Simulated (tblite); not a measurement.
# C6H11FSSi: the cost of one run

The runs use tblite 0.8.0 and PySCF 2.14.0, with density-fitted response routines of our own; the level of theory stands in each step. All values are computed, except where a source is named. Atoms are numbered from 0 throughout.

### 1 Starting geometry

20 atoms, charge 0, multiplicity 1; geometry from: force field or distance geometry start.

Bonds of the start (Å): C0–C1 1.51, C1–S2 1.82, S2–Si3 2.17, Si3–C4 1.87, C4–C5 1.30, C5–C6 1.46, C6–C7 1.49, C7–F8 1.39, C7–C4 1.46, C0–H9 1.12, C0–H10 1.11, C0–H11 1.10, C1–H12 1.10, C1–H13 1.12, Si3–H14 1.48, Si3–H15 1.44, C5–H16 1.10, C6–H17 1.14, C6–H18 1.12, C7–H19 1.11.

### 2 Geometry optimisation with GFN2-xTB

What the job is given:

```
{"job": {"kind": "relax", "xc": "GFN2-xTB", "basis": "xTB"}, "charge": 0, "multiplicity": 1}
C     -3.700100     0.093600    -0.391900
C     -2.733400    -1.061400    -0.308500
S     -1.358800    -0.706100     0.824000
Si    -0.134500     0.895400     0.029900
C      1.630900     0.301100    -0.099900
C      2.281900    -0.395000    -0.980300
C      3.540300    -0.310000    -0.241600
C      2.794000     0.486600     0.765900
F      2.696000    -0.073000     2.029300
H     -4.719000    -0.232700    -0.713600
H     -3.784600     0.557900     0.618000
H     -3.367700     0.872300    -1.087400
H     -2.314900    -1.294500    -1.301400
H     -3.311100    -1.967900    -0.009500
H     -0.187900     2.005000     1.005700
H     -0.696400     1.257700    -1.240200
H      2.010700    -0.876600    -1.930000
H      3.880900    -1.330800     0.130000
H      4.372500     0.232700    -0.757000
H      3.095900     1.556600     0.836200
```

On the command line:

```sh
> OMP_NUM_THREADS=1 python probes_run.py task.json out
```

This one command runs all jobs of the session in turn.

**Question.** How long does this first job take on 1 thread of Arm Neoverse V2, shared host, and how much memory does it need?

About 2 s, with a peak of 0.18 GiB.
